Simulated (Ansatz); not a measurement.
# SiClF₂ radical: a relaxed scan of the bond length Si2–Cl4

Aim: the energy along the bond length Si2–Cl4, from CCSD(T) and from cheaper methods, relative to the minimum. At each value the rest of the molecule is relaxed at PBE0-D4 with the distance held.

Method: single points in def2-TZVPP; program: Ansatz 0.2.0, Gaussian basis.

Levels: PBE-D4, r2SCAN-D4, PBE0-D4, B3LYP-D4, wB97M-V, Hartree-Fock, MP2, CCSD, CCSD(T). The scan takes 1.669, 1.755, 1.881, 2.027, 2.190, 2.365, 2.551 Å.

Correlated methods freeze the cores. Orbitals are unrestricted. B3LYP uses VWN-RPA correlation.

23 further runs of the same task are left out: 23 set aside as unsound or not needed.

### Step 1. Starting geometry

The minimum, relaxed at PBE0-D4: SMILES `F[Si](F)Cl`, 4 atoms, charge 0, spin multiplicity 2.

Atoms are counted from 1 here; the program's logs count them from 0.

Bond lengths: F1–Si2 1.585 Å, Si2–F3 1.585 Å, Si2–Cl4 2.036 Å. Angles: F1–Si2–F3 107.0°, F1–Si2–Cl4 108.9°, F3–Si2–Cl4 108.9°.

Geometry (Å):

```tsv
atom	x (Å)	y (Å)	z (Å)
F1	1.30815	0.12896	0.79804
Si2	0.22125	-0.31649	-0.26566
F3	-0.87182	-1.15738	0.51494
Cl4	-0.65758	1.34490	-1.04731
```

Energies of the minimum (eV), from earlier single points: PBE-D4 -25826.52048, r2SCAN-D4 -25837.11501, PBE0-D4 -25828.16945, B3LYP-D4 -25841.68561, wB97M-V -25838.34281, CCSD(T) -25807.18428.

At the minimum the bond length Si2–Cl4 is 2.036 Å.

### Step 2. Si2–Cl4 = 1.669 Å

relax/in.yaml reads:

```yaml
crystal:
  periodic: [false, false, false]
  atoms:
    - {symbol: F, position_ang: [1.308150, 0.128960, 0.798038]}
    - {symbol: Si, position_ang: [0.221247, -0.316488, -0.265662]}
    - {symbol: F, position_ang: [-0.871824, -1.157375, 0.514943]}
    - {symbol: Cl, position_ang: [-0.499322, 1.045718, -0.906549]}
basis:
  gaussian: {orbitals: def2-TZVP}
magnetization: {spin_polarized: true, initial_magnetization: 1}
hamiltonian: {xc: pbe0, dispersion: d4}
relax: {f_tol: 0.005, max_steps: 200, constraints: [{distance: [1, 3]}]}
```

The command line of these runs was not kept.

The runs that follow: Si2–Cl4 = 1.755 Å; Si2–Cl4 = 1.881 Å; Si2–Cl4 = 2.027 Å; Si2–Cl4 = 2.190 Å; Si2–Cl4 = 2.365 Å; Si2–Cl4 = 2.551 Å.

Q: Predict the outcome of this session. Wanted: highest point, CCSD(T); lowest point, CCSD(T); minimum along the scan, CCSD(T); RMS deviation from CCSD(T); largest T1 diagnostic.

**Answer**, as computed:

| quantity | value |
| --- | --- |
| highest point, CCSD(T) | 2.380 eV at 1.669 Å |
| lowest point, CCSD(T) | 0.000 eV at 2.036 Å |
| minimum along the scan, CCSD(T) | 2.032 Å |
| curvature there | 20.0 eV/Å² |
| RMS deviation from CCSD(T) | PBE-D4 0.097, r2SCAN-D4 0.039, PBE0-D4 0.043, B3LYP-D4 0.083, wB97M-V 0.033, Hartree-Fock 0.049, MP2 0.052, CCSD 0.017 eV |
| largest T1 diagnostic | 0.017 |

**Reading.** A polynomial through the near points puts the CCSD(T) minimum 0.004 Å below the PBE0-D4 value. The third derivative is negative, the usual anharmonicity of a bond. Curvature against CCSD(T): PBE-D4 -14 %, Hartree-Fock +7 %. Best along the scan: CCSD. Worst: PBE-D4. 2 further points are left out, because the reference changes its state there.
